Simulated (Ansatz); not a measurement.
# ZrSbCl3: relaxing the atoms in a fixed cell

Wanted: the geometry at rest of ZrSbCl3 (a borrowed structure type, volume estimated), relaxing the atoms in a fixed cell, and its electronic structure there.

Method: DFT, r2SCAN, no spin polarisation, plane waves, PAW, in Ansatz 0.2.0.

## (1) The system as given

Symmetry: Amm2, No. 38, orthorhombic system. Conventional cell: a = 5.016 Å, b = 7.147 Å, c = 7.155 Å, α = 90.00°, β = 90.00°, γ = 90.00°. Sb (site symmetry mm2) has 12 Cl at 3.43 to 3.72 Å as nearest neighbours. Cl (site symmetry m) has 2 Zr at 2.49 to 2.56 Å and 2 Sb at 3.50 Å as nearest neighbours. Cl (site symmetry mm2) is surrounded by 2 Zr at 2.51 Å and 3 Sb at 3.43 to 3.58 Å. Zr (site symmetry mm2) has 6 Cl at 2.49 to 2.56 Å as nearest neighbours.

As a file:

```
Sb Cl Zr
1.0
     3.57330    3.57755    0.00000
     3.57330   -3.57755    0.00000
     0.00000    0.00000   -5.01596
Sb Cl Zr
1 3 1
Direct
  0.00000 0.00000 0.00000
  0.48200 0.03800 0.50000
  0.96200 0.51800 0.50000
  0.48000 0.52000 0.00000
  0.46900 0.53100 0.50000
```

It starts from an earlier solution of the starting cell (checkpoint.read).

## (2) The relaxation

Input file input.yaml:

```yaml
crystal:
  lattice:
    - [3.573299, 3.577545, 0.0]
    - [3.573299, -3.577545, 0.0]
    - [0.0, 0.0, -5.015965]
  atoms:
    - { symbol: Sb, position: [0.0, 0.0, 0.0] }
    - { symbol: Cl, position: [0.482, 0.038, 0.5] }
    - { symbol: Cl, position: [0.962, 0.518, 0.5] }
    - { symbol: Cl, position: [0.48, 0.52, 0.0] }
    - { symbol: Zr, position: [0.469, 0.531, 0.5] }
  symmetry: { tolerance: 0.0003 }
kpoints:
  mp_grid: { grid: [6, 6, 6], shift: [0, 0, 0] }
magnetization:
  spin_polarized: false
scf:
  occupations: { method: fermi_dirac }
  lower_state_search: "off"
hamiltonian:
  pseudopotentials: { kind: paw }
  xc: r2scan
basis:
  ecutwfc: 500
  fft_grid_basis: typed
relax:
  max_steps: 40
  f_tol: 0.03
output:
  forces: true
  stress: true
  eigenvalues: true
  bader: true
  populations: true
  elf: true
  write_potential: true
  volumetric_format: npy
  dos:
    e_range: [-12, 8]
    de: 0.05
    projected: { site_lists: { Cl: [Cl], Sb: [Sb], Zr: [Zr] } }
checkpoint:
  read: saved_state
```

Started as:

```bash
$ ansatz run input.yaml --threads 2 --pin off --max-ram 2560MiB --backend cpu --events-out ev --progress --plain --runs-dir out
```

What it wrote, shortened:

```text
Warning: output.stress: scf.convergence.dr2_threshold = 1e-7 eV (the SCF's general default) is looser than the 5e-10 eV advised for a printed stress (1e-10 eV for each atom of the cell: 5). What an SCF threshold leaves in a stress goes as its square root, and in the free energy as the [...]
Warning: RAYON_NUM_THREADS=2 ignored (pool sized by the plan → 2); use --threads N
[...]
Pseudopotentials: kind: paw
Pseudopotential: Sb, paw, valence charge 15, recommended cutoff 500 eV (meta_gga), Sb.paw.azcp
Pseudopotential: Cl, paw, valence charge 7, recommended cutoff 500 eV (meta_gga), Cl.paw.azcp
Pseudopotential: Zr, paw, valence charge 12, recommended cutoff 500 eV (meta_gga), Zr.paw.azcp
Functional definition: r2SCAN
[...]
Crystal: 5 atoms, lattice volume = 128.245 Å³
Basis set: ecut = 500 eV, 3231 PW (Γ), exchange–correlation on 160×160×160 points (64 copies of the dense FFT grid, shifted against one another)
Bands: 29, of which v1, the nominal top of the filled ones, is band 24 counted from 1 (23 counted from 0)
Symmetry: 4 space group operations
Space group: Amm2 (ITA 38), of the structure as read, at distance tolerance 1.5e-3 Å
k-points: 52 of 216 (time reversal used)
[...]
SCF iter   1: F=-13948.577459 eV  HF=-13948.616575 eV  |F-HF|=3.91e-2  |Δ(HF+E_count)|=         —  Δρ=3.03e-3  dr2=5.02e-2  dr2_τ=2.69e-3  ethr=8.83e-5  ⟨swp⟩=2.0  Hψ=9519  notcnv=0
[...]
relax step   1: F+E_penalty+E_count = -13948.61709022 eV  Δ(F+E_penalty+E_count) = +0.000e0 eV  max|allowed force component| = 3.400e-1 eV/Å  Δτ_max = 0.0000 Å  (7 SCF iters, accepted)
[...]
relax step   3: F+E_penalty+E_count = -13948.65293787 eV  Δ(F+E_penalty+E_count) = -2.274e-2 eV  max|allowed force component| = 2.156e-1 eV/Å  Δτ_max = 0.1020 Å  (7 SCF iters, dr2 threshold 2.73e-6 eV, accepted)
[...]
relax step   4: F+E_penalty+E_count = -13948.70933291 eV  Δ(F+E_penalty+E_count) = -5.640e-2 eV  max|allowed force component| = 5.374e-1 eV/Å  Δτ_max = 0.1057 Å  (7 SCF iters, dr2 threshold 1.76e-5 eV, accepted)
[...]
SCF iter   6: F=-13948.950463 eV  HF=-13948.950504 eV  |F-HF|=4.14e-5  |Δ(HF+E_count)|=   7.29e-5  Δρ=2.62e-4  dr2=1.66e-4  dr2_τ=5.58e-6  ethr=6.98e-6  ⟨swp⟩=2.5  Hψ=2279  notcnv=0
```

## (3) More of the same log

The log, continued:

```text
SCF iter   7: F=-13948.950497 eV  HF=-13948.950515 eV  |F-HF|=1.81e-5  |Δ(HF+E_count)|=   1.05e-5  Δρ=9.85e-5  dr2=3.59e-5  dr2_τ=7.84e-7  ethr=2.08e-7  ⟨swp⟩=10.9  Hψ=14373  notcnv=0
SCF 5 converged in 7 iterations: F = -13948.950497 eV  dr2 = 3.59e-5
relax step   5: F+E_penalty+E_count = -13948.95049682 eV  Δ(F+E_penalty+E_count) = -2.412e-1 eV  max|allowed force component| = 1.014e0 eV/Å  Δτ_max = 0.1947 Å  (7 SCF iters, dr2 threshold 1.00e-4 eV, accepted)
iter 1 solved again at ethr=1.23e-3 eV; its pass at ethr=3.10e-3 eV (dr2=5.93e-1 eV) is discarded
SCF iter   1: F=-13948.905483 eV  HF=-13948.893525 eV  |F-HF|=1.20e-2  |Δ(HF+E_count)|=         —  Δρ=1.57e-2  dr2=5.98e-1  dr2_τ=2.79e0  ethr=1.23e-3  ⟨swp⟩=1.0  Hψ=8017  notcnv=0
preconditioner: auto → Kerker (q_TF=auto, 2.316 Å⁻¹)  [metal: Δε(μ)=0.016 eV  Ē_g=8.535 eV  σ=0.100 eV  W_gap=0.04  n_scr=26 (ndim 8)  ℏωp=18.0 eV  f_vac=0.003  D(μ)=4.51/eV (n_scr^D=32)]
SCF iter   2: F=-13949.210900 eV  HF=-13949.333045 eV  |F-HF|=1.22e-1  |Δ(HF+E_count)|=   4.40e-1  Δρ=8.68e-3  dr2=1.89e-1  dr2_τ=5.56e-3  ethr=1.23e-3  ⟨swp⟩=3.0  Hψ=3358  notcnv=0
SCF iter   3: F=-13949.269132 eV  HF=-13949.303085 eV  |F-HF|=3.40e-2  |Δ(HF+E_count)|=   3.00e-2  Δρ=4.02e-3  dr2=5.29e-2  dr2_τ=4.89e-3  ethr=3.94e-4  ⟨swp⟩=2.2  Hψ=2621  notcnv=0
SCF iter   4: F=-13949.293587 eV  HF=-13949.295920 eV  |F-HF|=2.33e-3  |Δ(HF+E_count)|=   7.17e-3  Δρ=1.48e-3  dr2=6.04e-3  dr2_τ=2.52e-4  ethr=1.10e-4  ⟨swp⟩=2.0  Hψ=2180  notcnv=0
SCF iter   5: F=-13949.294932 eV  HF=-13949.295588 eV  |F-HF|=6.56e-4  |Δ(HF+E_count)|=   3.32e-4  Δρ=8.78e-4  dr2=1.88e-3  dr2_τ=4.28e-5  ethr=1.26e-5  ⟨swp⟩=2.1  Hψ=1817  notcnv=0
SCF iter   6: F=-13949.295577 eV  HF=-13949.295595 eV  |F-HF|=1.82e-5  |Δ(HF+E_count)|=   7.04e-6  Δρ=2.34e-4  dr2=1.25e-4  dr2_τ=3.57e-6  ethr=3.93e-6  ⟨swp⟩=2.1  Hψ=2150  notcnv=0
SCF iter   7: F=-13949.295602 eV  HF=-13949.295607 eV  |F-HF|=5.71e-6  |Δ(HF+E_count)|=   1.21e-5  Δρ=8.00e-5  dr2=2.09e-5  dr2_τ=4.71e-7  ethr=2.08e-7  ⟨swp⟩=10.9  Hψ=14342  notcnv=0
SCF 6 converged in 7 iterations: F = -13949.295602 eV  dr2 = 2.09e-5
relax step   6: F+E_penalty+E_count = -13949.29560153 eV  Δ(F+E_penalty+E_count) = -3.451e-1 eV  max|allowed force component| = 8.982e-1 eV/Å  Δτ_max = 0.1990 Å  (7 SCF iters, dr2 threshold 1.00e-4 eV, accepted)
iter 1 solved again at ethr=8.04e-4 eV; its pass at ethr=3.10e-3 eV (dr2=3.86e-1 eV) is discarded
SCF iter   1: F=-13949.190068 eV  HF=-13949.064998 eV  |F-HF|=1.25e-1  |Δ(HF+E_count)|=         —  Δρ=1.50e-2  dr2=3.91e-1  dr2_τ=2.57e0  ethr=8.04e-4  ⟨swp⟩=1.0  Hψ=7623  notcnv=0
preconditioner: auto → Kerker (q_TF=auto, 2.316 Å⁻¹)  [metal: Δε(μ)=0.010 eV  Ē_g=8.542 eV  σ=0.100 eV  W_gap=0.02  n_scr=26 (ndim 8)  ℏωp=18.0 eV  f_vac=0.005  D(μ)=4.36/eV (n_scr^D=26)]
SCF iter   2: F=-13949.385088 eV  HF=-13949.445749 eV  |F-HF|=6.07e-2  |Δ(HF+E_count)|=   3.81e-1  Δρ=7.90e-3  dr2=1.06e-1  dr2_τ=3.71e-3  ethr=8.04e-4  ⟨swp⟩=3.0  Hψ=3338  notcnv=0
SCF iter   3: F=-13949.423536 eV  HF=-13949.432747 eV  |F-HF|=9.21e-3  |Δ(HF+E_count)|=   1.30e-2  Δρ=2.36e-3  dr2=1.63e-2  dr2_τ=8.99e-4  ethr=2.21e-4  ⟨swp⟩=2.0  Hψ=2523  notcnv=0
SCF iter   4: F=-13949.429770 eV  HF=-13949.430463 eV  |F-HF|=6.93e-4  |Δ(HF+E_count)|=   2.28e-3  Δρ=9.08e-4  dr2=1.97e-3  dr2_τ=4.09e-5  ethr=3.39e-5  ⟨swp⟩=2.1  Hψ=2187  notcnv=0
SCF iter   5: F=-13949.430340 eV  HF=-13949.430359 eV  |F-HF|=1.90e-5  |Δ(HF+E_count)|=   1.05e-4  Δρ=2.56e-4  dr2=1.48e-4  dr2_τ=5.47e-6  ethr=4.11e-6  ⟨swp⟩=2.5  Hψ=2606  notcnv=0
SCF iter   6: F=-13949.430383 eV  HF=-13949.430383 eV  |F-HF|=1.72e-7  |Δ(HF+E_count)|=   2.43e-5  Δρ=7.86e-5  dr2=1.46e-5  dr2_τ=1.14e-6  ethr=2.08e-7  ⟨swp⟩=11.2  Hψ=14403  notcnv=0
SCF 7 converged in 6 iterations: F = -13949.430383 eV  dr2 = 1.46e-5
relax step   7: F+E_penalty+E_count = -13949.43038277 eV  Δ(F+E_penalty+E_count) = -1.348e-1 eV  max|allowed force component| = 1.982e-1 eV/Å  Δτ_max = 0.1949 Å  (6 SCF iters, dr2 threshold 1.00e-4 eV, accepted)
SCF iter   1: F=-13949.425830 eV  HF=-13949.414118 eV  |F-HF|=1.17e-2  |Δ(HF+E_count)|=         —  Δρ=2.45e-3  dr2=8.51e-3  dr2_τ=5.63e-2  ethr=3.54e-4  ⟨swp⟩=3.1  Hψ=3492  notcnv=0
preconditioner: auto → Kerker (q_TF=auto, 2.316 Å⁻¹)  [metal: Δε(μ)=0.007 eV  Ē_g=8.648 eV  σ=0.100 eV  W_gap=0.02  n_scr=26 (ndim 8)  ℏωp=18.0 eV  f_vac=0.006  D(μ)=4.01/eV (n_scr^D=26)]
SCF iter   2: F=-13949.430199 eV  HF=-13949.430920 eV  |F-HF|=7.21e-4  |Δ(HF+E_count)|=   1.68e-2  Δρ=1.27e-3  dr2=1.97e-3  dr2_τ=1.41e-4  ethr=1.77e-5  ⟨swp⟩=2.0  Hψ=3422  notcnv=0
SCF iter   3: F=-13949.430793 eV  HF=-13949.430843 eV  |F-HF|=4.99e-5  |Δ(HF+E_count)|=   7.76e-5  Δρ=3.14e-4  dr2=1.95e-4  dr2_τ=1.14e-5  ethr=4.10e-6  ⟨swp⟩=2.8  Hψ=2593  notcnv=0
SCF iter   4: F=-13949.430856 eV  HF=-13949.430857 eV  |F-HF|=4.08e-7  |Δ(HF+E_count)|=   1.39e-5  Δρ=8.02e-5  dr2=1.26e-5  dr2_τ=5.51e-7  ethr=4.06e-7  ⟨swp⟩=2.0  Hψ=2087  notcnv=0
SCF iter   5: F=-13949.430859 eV  HF=-13949.430859 eV  |F-HF|=9.11e-7  |Δ(HF+E_count)|=   2.72e-6  Δρ=2.83e-5  dr2=2.34e-6  dr2_τ=1.47e-7  ethr=5.12e-9  ⟨swp⟩=12.3  Hψ=13474  notcnv=0
SCF 8 converged in 5 iterations: F = -13949.430859 eV  dr2 = 2.34e-6
relax step   8: F+E_penalty+E_count = -13949.43085852 eV  Δ(F+E_penalty+E_count) = -4.757e-4 eV  max|allowed force component| = 2.786e-1 eV/Å  Δτ_max = 0.0286 Å  (5 SCF iters, dr2 threshold 2.46e-6 eV, accepted)
SCF iter   1: F=-13949.434714 eV  HF=-13949.432522 eV  |F-HF|=2.19e-3  |Δ(HF+E_count)|=         —  Δρ=9.97e-4  dr2=1.71e-3  dr2_τ=1.04e-2  ethr=3.74e-5  ⟨swp⟩=2.0  Hψ=4005  notcnv=0
preconditioner: auto → Kerker (q_TF=auto, 2.316 Å⁻¹)  [metal: Δε(μ)=0.011 eV  Ē_g=8.647 eV  σ=0.100 eV  W_gap=0.03  n_scr=26 (ndim 8)  ℏωp=18.0 eV  f_vac=0.006  D(μ)=3.99/eV (n_scr^D=26)]
SCF iter   2: F=-13949.435632 eV  HF=-13949.435808 eV  |F-HF|=1.76e-4  |Δ(HF+E_count)|=   3.29e-3  Δρ=5.21e-4  dr2=4.27e-4  dr2_τ=2.56e-5  ethr=3.57e-6  ⟨swp⟩=2.0  Hψ=3190  notcnv=0
SCF iter   3: F=-13949.435740 eV  HF=-13949.435757 eV  |F-HF|=1.72e-5  |Δ(HF+E_count)|=   5.03e-5  Δρ=1.82e-4  dr2=6.53e-5  dr2_τ=6.49e-6  ethr=8.91e-7  ⟨swp⟩=2.9  Hψ=2665  notcnv=0
SCF iter   4: F=-13949.435758 eV  HF=-13949.435758 eV  |F-HF|=2.60e-7  |Δ(HF+E_count)|=   8.29e-7  Δρ=5.54e-5  dr2=5.65e-6  dr2_τ=1.88e-7  ethr=1.36e-7  ⟨swp⟩=2.0  Hψ=2084  notcnv=0
SCF iter   5: F=-13949.435759 eV  HF=-13949.435759 eV  |F-HF|=1.07e-8  |Δ(HF+E_count)|=   1.14e-6  Δρ=1.52e-5  dr2=4.20e-7  dr2_τ=1.92e-8  ethr=1.01e-8  ⟨swp⟩=12.0  Hψ=13071  notcnv=0
SCF 9 converged in 5 iterations: F = -13949.435759 eV  dr2 = 4.20e-7
relax step   9: F+E_penalty+E_count = -13949.43575919 eV  Δ(F+E_penalty+E_count) = -4.901e-3 eV  max|allowed force component| = 2.098e-2 eV/Å  Δτ_max = 0.0142 Å  (5 SCF iters, dr2 threshold 4.85e-6 eV, accepted)
iter 1 solved again at ethr=8.75e-10 eV; its pass at ethr=3.10e-3 eV (dr2=4.20e-7 eV) is discarded
SCF iter   1: F=-13949.435759 eV  HF=-13949.435759 eV  |F-HF|=1.07e-8  |Δ(HF+E_count)|=         —  Δρ=1.52e-5  dr2=4.20e-7  dr2_τ=1.92e-8  ethr=8.75e-10  ⟨swp⟩=1.0  Hψ=4472  notcnv=0
preconditioner: auto → Kerker (q_TF=auto, 2.316 Å⁻¹)  [metal: Δε(μ)=0.009 eV  Ē_g=8.636 eV  σ=0.100 eV  W_gap=0.02  n_scr=26 (ndim 8)  ℏωp=18.0 eV  f_vac=0.006  D(μ)=3.99/eV (n_scr^D=26)]
SCF iter   2: F=-13949.435759 eV  HF=-13949.435759 eV  |F-HF|=6.63e-9  |Δ(HF+E_count)|=   5.33e-8  Δρ=9.93e-6  dr2=2.30e-7  dr2_τ=3.78e-9  ethr=8.75e-10  ⟨swp⟩=1.0  Hψ=1508  notcnv=0
SCF iter   3: F=-13949.435759 eV  HF=-13949.435759 eV  |F-HF|=7.94e-9  |Δ(HF+E_count)|=   4.82e-8  Δρ=3.27e-6  dr2=3.86e-8  dr2_τ=9.62e-10  ethr=2.08e-10  ⟨swp⟩=6.6  Hψ=9967  notcnv=0
SCF 10 converged in 3 iterations: F = -13949.435759 eV  dr2 = 3.86e-8
relax step  10: F+E_penalty+E_count = -13949.43575929 eV  Δ(F+E_penalty+E_count) = -1.044e-7 eV  max|allowed force component| = 2.112e-2 eV/Å  Δτ_max = 0.0000 Å  (3 SCF iters, accepted)
iter 1 solved again at ethr=8.05e-11 eV; its pass at ethr=3.10e-3 eV (dr2=3.86e-8 eV) is discarded
SCF iter   1: F=-13949.435759 eV  HF=-13949.435759 eV  |F-HF|=7.95e-9  |Δ(HF+E_count)|=         —  Δρ=3.27e-6  dr2=3.86e-8  dr2_τ=9.62e-10  ethr=8.05e-11  ⟨swp⟩=1.0  Hψ=6959  notcnv=0
SCF iter   2: F=-13949.435759 eV  HF=-13949.435759 eV  |F-HF|=4.97e-9  |Δ(HF+E_count)|=   1.48e-9  Δρ=2.43e-6  dr2=2.36e-8  dr2_τ=2.06e-10  ethr=8.05e-11  ⟨swp⟩=7.0  Hψ=8367  notcnv=0
SCF 11 converged in 2 iterations: F = -13949.435759 eV  dr2 = 2.36e-8
SCF converged after 2 iterations
Free energy (F): -13949.435759 eV
Harris-Foulkes:  -13949.435759 eV  (|F-HF|=4.97e-9)
Internal energy: -13949.306818 eV  (E = F + TS)
E sigma→0 (E₀):  -13949.371289 eV
Entropy (-TS):   -0.128941 eV (-25.788 meV/atom)
Fermi energy:    7.451328 eV
--- Per-component energies (eV) ---
  E_band       = -438.154995
  E_kinetic    = 1019.515939
  E_local      = -3305.127387  (includes V_loc(G=0)·N_el)
  E_nonlocal   = 525.843674
  E_hartree    = 1283.576778
  E_xc         = -593.979098
  E_vxc        = -715.058948  (∫ρ·V_xc dr)
  E_paw        = -9570.455703  (= ΣΔE_a)
  E_vpaw       = -570.371155  (= ΣTr[D̂ρ^β])
  E_aug_tail   = 0.000122  (compensation charges beyond the density's cutoff)
  E_vtau       = 39.888748  (kinetic-family band-sum trace: ∫τ·v_τ [+ j·A + Jᵃ·Aᵃ] dr)
  E_ewald      = -3308.613219
  E_core_change = -0.067925  (= ΣΔE_core)
  E_smearing   = -0.128941  (= −TS)
  E_closure    = 0.000000  (closes the sum)
  Σ components = -13949.435759   (vs F -13949.435759, Δ=0.00e0)
--- Forces (eV/Å), atoms counted from 1 ---
  atom   1  Sb     0.00000000     0.02114739     0.00000000
  atom   2  Cl    -0.00419488    -0.00548955     0.00000000
  atom   3  Cl     0.00419488    -0.00548955     0.00000000
  atom   4  Cl    -0.00000000     0.00206794     0.00000000
  atom   5  Zr    -0.00000000    -0.01224340     0.00000000
  max |Σ_I F_I| component: 7.17e-6 eV/Å
--- Stress (GPa, compression-positive) ---
        8.332520       0.000000      -0.000000
        0.000000      -2.262918      -0.000000
       -0.000000      -0.000000      -2.942423
  P = ⅓ Tr σ = 1.0424 GPa (10.424 kbar)
--- Band table (eV; the first three rows and the last of 52) ---
  k-point 0: bands = ["-44.9342", "-22.4500", "-22.2446", "-22.2032", "-22.1879", "-22.1726", "-22.1118", "-21.9635", "-21.9512", "-10.5136", "-9.5814", "-9.3707", "-1.4928", "0.5799", "1.1345", "1.5585", "2.4443", "2.6131", "2.9486", "3.0102", "3.1581", "3.4643", "6.6641", "7.8641", "7.8741", "7.9567", "9.1069", "9.9289", "10.1624"]
  k-point 1: bands = ["-44.9342", "-22.4499", "-22.2459", "-22.2035", "-22.1973", "-22.1590", "-22.1116", "-21.9655", "-21.9555", "-10.4706", "-9.6044", "-9.3683", "-1.5124", "0.5107", "1.1097", "1.6267", "2.5007", "2.7163", "2.9057", "3.0596", "3.1037", "3.4122", "6.2540", "7.7835", "7.8114", "8.2149", "8.8841", "10.0086", "10.1421"]
  k-point 2: bands = ["-44.9341", "-22.4496", "-22.2504", "-22.2040", "-22.1998", "-22.1463", "-22.1112", "-21.9696", "-21.9637", "-10.3749", "-9.6602", "-9.3634", "-1.5579", "0.3763", "1.2615", "1.8129", "2.3441", "2.6395", "2.8175", "2.9524", "3.3516", "3.3828", "5.9102", "7.3024", "7.7435", "8.6617", "8.7196", "9.7707", "10.0800"]
  k-point 51: bands = ["-44.9338", "-22.4648", "-22.2558", "-22.2110", "-22.2036", "-22.1396", "-22.1106", "-21.9704", "-21.9693", "-10.0303", "-9.6615", "-9.3863", "-1.5245", "-0.3007", "1.1498", "1.3031", "1.6165", "1.9489", "2.4548", "3.6614", "3.8504", "3.9771", "6.7438", "7.3415", "8.2161", "8.2892", "9.0009", "9.2135", "9.2264"]
--- Relaxed structure (10 steps of the walk, 10 accepted, 0 SCFs on fresh bases) ---
  F+E_penalty+E_count = -13949.43575929 eV   max|allowed force component| = 2.112e-2 eV/Å
  atoms:
    - { symbol: Sb, position: [0.08024499460654615, -0.08024499460654612, 0.0] }
    - { symbol: Cl, position: [0.5280198333657904, 0.08100442428248394, 0.5] }
    - { symbol: Cl, position: [0.9189955757175161, 0.4719801666342098, 0.5] }
    - { symbol: Cl, position: [0.5072713727637049, 0.49272862723629507, 0.0] }
    - { symbol: Zr, position: [0.3584682235464424, 0.6415317764535575, 0.5] }
--- Löwdin populations: 5 sites ---
  site symbol       q [e]
     0     Sb     14.9815
     1     Cl      7.2358
     2     Cl      7.2358
     3     Cl      7.3042
     4     Zr     11.0505
  spilling = 0.004006 (of n_electrons = 48.000000)
--- Bader charges: 5 sites ---
  site symbol  charge [e]  shift [e]
     0     Sb      0.0133     0.0000
     1     Cl     -0.6707     0.0002
     2     Cl     -0.6707     0.0002
     3     Cl     -0.6989     0.0001
     4     Zr      2.0270     0.0005
  estimated error of the sums over rays = 5.0e-4 e
```

Run time: 2.4 min. Hardware: 2 threads of an x86-64 CPU, shared host; peak memory 0.84 GiB.

Step by step:

```csv
step,energy from step 1 (eV/cell),largest force component (eV/Å)
1,0.0000,0.3400
2,-0.0131,0.2090
3,-0.0358,0.2156
4,-0.0922,0.5374
5,-0.3334,1.0139
6,-0.6785,0.8982
7,-0.8133,0.1982
8,-0.8138,0.2786
9,-0.8187,0.0210
10,-0.8187,0.0211
```

Step 1 is the start. Step 10 solves the same geometry again.

Largest move: Zr5, 0.79 Å.

## (4) Total and projected density of states

States per cell by energy window, from dos.tsv and pdos.tsv (tetrahedra; eV from the Fermi level):

| from | to | total | Cl p | Sb p | Zr d |
| --- | --- | --- | --- | --- | --- |
| -4.5 | -4.0 | 3.93 | 3.38 | 0.15 | 0.24 |
| -4.0 | -3.5 | 2.05 | 1.86 | 0.03 | 0.08 |
| -3.5 | -3.0 | 0.00 | 0.00 | 0.00 | 0.00 |
| -3.0 | -2.5 | 0.00 | 0.00 | 0.00 | 0.00 |
| -2.5 | -2.0 | 0.00 | 0.00 | 0.00 | 0.00 |
| -2.0 | -1.5 | 0.00 | 0.00 | 0.00 | 0.00 |
| -1.5 | -1.0 | 1.19 | 0.16 | 0.63 | 0.33 |
| -1.0 | -0.5 | 1.02 | 0.17 | 0.52 | 0.27 |
| -0.5 | 0.0 | 1.68 | 0.22 | 1.11 | 0.27 |
| 0.0 | 0.5 | 2.04 | 0.26 | 1.55 | 0.18 |
| 0.5 | 1.0 | 1.42 | 0.15 | 0.15 | 1.05 |
| 1.0 | 1.5 | 2.62 | 0.29 | 0.17 | 2.01 |

The bands computed are complete only to about 1.8 eV above the Fermi level.

## (5) Atomic charges

By element, from the tables in the log (a charge is positive for electrons lost):

```csv
element,atoms,Bader charge (e),Bader volume (Å³),Löwdin charge (e)
Sb,1,+0.01,37.6,+0.02
Cl,3,-0.70 to -0.67,25.1 to 26.1,-0.30 to -0.24
Zr,1,+2.03,14.3,+0.95
```

Löwdin charges rest on a small set of atomic orbitals that misses 0.4 % of the electrons, so they need not add up to the cell's charge and can differ from Bader's even in sign.

## (6) Fields in real space

Maps in the plane spanned by a and b at height 0.500 along c (axes of the input's cell), one cell: a runs left to right (15 points from zero), b bottom to top (15 points), 90° apart. These are the smooth PAW fields, not the true ones near the nuclei.

Valence density. Ten steps from '0' (0.00 e/Å³) to '9' (3.85 e/Å³), finer at the low end (step k begins (100^(k/10) - 1)/99 of the way up):
```
111234677753210
111234565532111
222467764321111
333699985322233
544799996323455
765799996335678
876689985346887
875456653246860
875333332235787
753222344334677
432123566543455
221124688764333
111135786875311
001135870775310
011235788874210
```

ELF. Ten even steps from '0' (0.01) to '9' (0.89):
```
000015899997100
000001257762000
000046641110001
410488894001355
851681397016899
982683486039999
895499882059975
797147620059952
997100000028987
996101355203999
972016999830389
410038999993025
000059975898200
000159952799500
000048987999400
```

Atoms within 0.2 Å of the plane, in fractions of a and b: Cl at (0.53, 0.08), Cl at (0.92, 0.47), Zr at (0.36, 0.64).

At the density minimum on each short contact:

| contact | length (Å) | minimum at (fraction) | density (e/Å³) | ELF |
| --- | --- | --- | --- | --- |
| Cl2–Zr5 | 2.381 | 0.53 | 0.579 | 0.28 |
| Cl2–Cl3 | 2.794 | 0.50 | 0.189 | 0.09 |
| Sb1–Cl4 | 3.055 | 0.50 | 0.186 | 0.19 |
| Sb1–Zr5 | 3.202 | 0.53 | 0.251 | 0.68 |

## (7) Results

| quantity | value |
| --- | --- |
| moves | 8 |
| energy gained | 163.7 meV/atom |
| largest move | 0.79 Å (Zr) |
| space group (0.01 Å), before / after | Amm2 / Amm2 |
| pressure left in the fixed cell | 1.0 GPa |
| character | metal |
| density of states, mean within 0.25 eV of the Fermi level | 4 per eV per cell |
| Bader charges | Sb +0.01, Cl -0.70 to -0.67, Zr +2.03 e |

In words: In the fixed cell the largest move of an atom is 0.79 Å; the energy fell by 163.7 meV per atom. With 4 symmetry operations imposed, the end may be a saddle point towards distortions that break them. It is a metal; within 0.25 eV of the Fermi level the density of states averages 4 per eV per cell, mostly Sb p (73 %) and Cl p (13 %). Zr loses most charge (+2.03 e on average) and Cl gains most (-0.68 e).

Limits of this run: the SCF threshold is loose for a stress.
